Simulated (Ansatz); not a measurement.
# ScIn3As2: the cost of one run

Method: DFT PBE, scalar-relativistic, plane waves, PAW, in Ansatz 0.2.0.

## Step 1: The structure to begin with

Symmetry: P6mm, No. 183, hexagonal system. The conventional cell has a = 6.019 Å, b = 6.019 Å, c = 4.227 Å, α = 90.00°, β = 90.00°, γ = 120.00°. Sc (site symmetry 6mm) has 6 As at 3.49 Å and 12 In at 3.51 to 3.86 Å as nearest neighbours. Around In (site symmetry 2mm) lie 4 As at 2.72 to 2.75 Å and 4 In at 3.01 Å. Around As (site symmetry 3m) lie 6 In at 2.72 to 2.75 Å and 3 Sc at 3.49 Å.

As a file:

```cif
data_structure
_symmetry_space_group_name_H-M 'P6mm'
_symmetry_Int_Tables_number 183
_cell_length_a 6.0186
_cell_length_b 6.0186
_cell_length_c 4.2273
_cell_angle_alpha 90.000
_cell_angle_beta 90.000
_cell_angle_gamma 120.000
_cell_volume 132.61
loop_
_atom_site_label
_atom_site_type_symbol
_atom_site_symmetry_multiplicity
_atom_site_Wyckoff_symbol
_atom_site_fract_x
_atom_site_fract_y
_atom_site_fract_z
_atom_site_occupancy
Sc1 Sc 1 a 0.00000 0.00000 0.88881 1
In1 In 3 c 0.50000 0.50000 0.45952 1
As1 As 2 b 0.66667 0.33333 0.96314 1
```

The cell is invented: species swapped into a database cell of ErCo3Ge2 (P6mm, No. 183), with Sc on the Er sites, In on the Co sites and As on the Ge sites. Its size is a rough estimate.

## Step 2: The guess as it stands, on a coarse mesh

input.yaml

```yaml
crystal:
  lattice:
    - [6.01861703, 0.0, 0.0]
    - [-3.00930851, 5.21227524, 0.0]
    - [0.0, 0.0, 4.22729335]
  atoms:
    - { symbol: Sc, position: [0.0, 0.0, 0.88881302] }
    - { symbol: In, position: [0.5, 0.5, 0.45951599] }
    - { symbol: In, position: [0.5, 0.0, 0.45951599] }
    - { symbol: In, position: [0.0, 0.5, 0.45951599] }
    - { symbol: As, position: [0.66666667, 0.33333333, 0.96313798] }
    - { symbol: As, position: [0.33333333, 0.66666667, 0.96313798] }
basis:
  ecutwfc: 420
kpoints:
  mp_grid: { grid: [3, 3, 4] }
hamiltonian:
  xc: pbe
scf:
  occupations: { method: gaussian, width: 0.1 }
  lower_state_search: "off"
output:
  forces: true
  stress: true
  eigenvalues: true
```

Run with:

```bash
$ ansatz run input.yaml --threads 1 --pin off --max-ram 2560MiB --backend cpu --events-out ev --progress --plain --runs-dir out
```

What time and memory should one allow on 1 thread of Intel Xeon Platinum 8259CL at 2.50GHz (Skylake/Cascade Lake), shared host?

About 8 s, with a peak of 0.45 GiB.
